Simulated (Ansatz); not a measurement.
# C₃H₄AlNO: up Jacob's ladder to CCSD(T)

Aim: compute C₃H₄AlNO with functionals from several rungs and with coupled cluster. The yardstick is the atomisation energy at the CCSD(T) limit.

The runs use Ansatz 0.2.0, Gaussian basis; functionals in def2-TZVPP, the program's frozen cores in correlated methods.

Levels to be run: LDA (SPW92), PBE-D4, revPBE-D4, BLYP-D4, r2SCAN-D4, B97M-V, PBE0-D4, B3LYP-D4, r2SCANh-D4, r2SCAN0-D4, HSE06-D4, BHLYP-D4, CAM-B3LYP-D4, LC-ωPBE, ωB97X-V, ωB97M-V, B2PLYP, PBE-QIDH; CCSD(T)/def2-SVP; CCSD(T)/def2-TZVPP; MP2/def2-QZVPP; extrapolation to the limit; RPA on PBE.

## 1. Structure used throughout

All runs share one geometry, relaxed beforehand with PBE0-D4 in a triple-zeta def2 set.

SMILES `C=[N][Al]1[O][C]1=C`, 10 atoms, charge 0, spin multiplicity 1.

Atoms are counted from 1 here; the program's logs count them from 0.

Bond lengths: C1–N2 1.245 Å, C1–H7 1.100 Å, C1–H8 1.100 Å, N2–Al3 1.720 Å, Al3–O4 1.724 Å, Al3–C5 1.844 Å, O4–C5 1.420 Å, C5–C6 1.321 Å, C6–H9 1.082 Å, C6–H10 1.086 Å. Angles: N2–C1–H7 122.3°, N2–C1–H8 122.3°, H7–C1–H8 115.3°, C1–N2–Al3 178.3°, N2–Al3–O4 141.9°, N2–Al3–C5 171.4°, O4–Al3–C5 46.8°, Al3–O4–C5 71.0°, Al3–C5–O4 62.2°, Al3–C5–C6 170.5°, O4–C5–C6 127.3°, C5–C6–H9 120.1°, C5–C6–H10 121.0°, H9–C6–H10 118.8°.

As a file:

```mol
C3H4AlNO
  3D, bonds by distance, orders not assigned

 10 10  0  0  0  0  0  0  0  0999 V2000
    1.0034   -2.7558   -1.1266 C   0  0
    0.5852   -1.6409   -0.7641 N   0  0
    0.0275   -0.1078   -0.2182 Al  0  0
   -0.6203    1.3833   -0.7934 O   0  0
   -0.5129    1.4421    0.6213 C   0  0
   -0.8424    2.4508    1.4073 C   0  0
    0.3420   -3.6296   -1.2210 H   0  0
    2.0593   -2.9354   -1.3770 H   0  0
   -0.7113    2.3704    2.4779 H   0  0
   -1.2474    3.3715    0.9969 H   0  0
  1  2  8  0
  2  3  8  0
  3  4  8  0
  4  5  8  0
  5  6  8  0
  1  7  8  0
  1  8  8  0
  6  9  8  0
  6 10  8  0
  3  5  8  0
M  END
```

## 2. LDA

This LDA is Slater exchange with PW92 correlation.

in.yaml reads:

```yaml
crystal:
  periodic: [false, false, false]
  atoms:
    - {symbol: C, position_ang: [1.003362, -2.755771, -1.126572]}
    - {symbol: N, position_ang: [0.585242, -1.640907, -0.764063]}
    - {symbol: Al, position_ang: [0.027477, -0.107766, -0.218215]}
    - {symbol: O, position_ang: [-0.620331, 1.383301, -0.793437]}
    - {symbol: C, position_ang: [-0.512907, 1.442120, 0.621341]}
    - {symbol: C, position_ang: [-0.842384, 2.450839, 1.407252]}
    - {symbol: H, position_ang: [0.341961, -3.629604, -1.221018]}
    - {symbol: H, position_ang: [2.059283, -2.935392, -1.377047]}
    - {symbol: H, position_ang: [-0.711286, 2.370374, 2.477872]}
    - {symbol: H, position_ang: [-1.247416, 3.371506, 0.996887]}
basis:
  gaussian: {orbitals: def2-TZVPP}
hamiltonian: {xc: lda}
output: {orbitals: {seedname: orbitals}}
```

Run with:

```console
$ ansatz run in.yaml --threads 4 --pin off --events-out ev --progress --plain --max-ram 10444MiB
```

The runs that follow: PBE-D4 (GGA); revPBE-D4 (GGA); BLYP-D4 (GGA); r2SCAN-D4 (meta-GGA); B97M-V (meta-GGA); PBE0-D4 (hybrid); B3LYP-D4 (hybrid); r2SCANh-D4 (hybrid); r2SCAN0-D4 (hybrid); HSE06-D4 (hybrid); BHLYP-D4 (hybrid); CAM-B3LYP-D4 (range-separated); LC-ωPBE (range-separated); ωB97X-V (range-separated); ωB97M-V (range-separated); B2PLYP (double hybrid); PBE-QIDH (double hybrid); CCSD(T) in def2-SVP; CCSD(T) in def2-TZVPP; MP2 in def2-QZVPP; RPA on PBE orbitals.

Before running them: what should the planned runs give, taken together? Wanted: atomisation energy, CCSD(T)/CBS; farthest beyond LDA; mean size of error, GGA; mean size of error, meta-GGA; mean size of error, hybrid; mean size of error, range-separated; mean size of error, double hybrid; gap, smallest and largest; T1 diagnostic.

**Answer**, as computed:

| quantity | value |
| --- | --- |
| atomisation energy, CCSD(T)/CBS | 4069.7 kJ/mol |
| functionals within 20.3 kJ/mol (0.5 %) | B3LYP-D4, r2SCANh-D4, LC-ωPBE, ωB97X-V |
| farthest beyond LDA | PBE-D4 (+173.8 kJ/mol) |
| mean size of error, GGA | 91.8 kJ/mol |
| mean size of error, meta-GGA | 33.1 kJ/mol |
| mean size of error, hybrid | 58.7 kJ/mol |
| mean size of error, range-separated | 20.2 kJ/mol |
| mean size of error, double hybrid | 23.4 kJ/mol |
| gap, smallest and largest | 2.09 eV (LDA (SPW92)), 9.23 eV (LC-ωPBE) |
| T1 diagnostic | 0.0167 |
| triples share of the correlation energy | 4.6 % |

What this shows: LDA overbinds by 709.7 kJ/mol (17 %). PBE-D4 is off by +173.8 kJ/mol. Double hybrids carry the basis error of their MP2 part in triple zeta, and no dispersion term here, so their miss is partly the set-up's. Taken by rung, range-separated functionals do best (20.2 kJ/mol on average) and GGA ones worst beyond LDA (91.8 kJ/mol). The gap between the best rungs is small, so their order is not settled. Misses under about 20.3 kJ/mol are within the doubt on the reference itself, which lacks core-valence correlation, relativity and higher excitations. Hartree-Fock recovers 68 % of the binding; the rest is correlation. CCSD(T) in def2-SVP is off by -239.9 kJ/mol, more than most functionals: a good method in a small basis is no reference. The gap grows from 2.1 to 9.2 eV across the functionals, mostly with the share of exact exchange.
